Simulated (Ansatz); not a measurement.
Ti3Se:

```xyz
4
Lattice="3.1974 0.0000 0.0000 -1.5987 2.7691 0.0000 0.0000 0.0000 7.9427" Properties=species:S:1:pos:R:3 pbc="T T T"
Se    0.0000    0.0000    0.0000
Ti    1.5987    0.9230    3.9714
Ti    0.0000    1.8460    6.1390
Ti    0.0000    1.8460    1.8038
```

The cell comes from a database or a generator and needn't be the stable form of this composition.

Base run:

| Item | Value |
| --- | --- |
| Program | Ansatz 0.2.0 |
| Functional | PBE |
| Potentials or basis | Ansatz PAW |
| Cutoff | 420 eV (not typed: the program's choice for these potentials) |
| k mesh | 10 × 10 × 4 |
| Occupations | fermi-dirac, width 0.05 eV |
| Spin | no spin polarisation |
| Hubbard terms | Ti d U = 5 eV |

Its results: band gap on the k mesh none (metal or under the smearing width); pressure 7.8 GPa; largest force 0.115 eV/Å.

Task: The run is repeated on the same cell with these changes: hubbard terms from Ti d U = 5 eV to Ti d U = 6 eV. What comes out?

Result: Band gap on the k mesh none (metal or under the smearing width); pressure 16.0 GPa; largest force 0.239 eV/Å.

Caveats: U without spin polarisation on a metal has little footing.
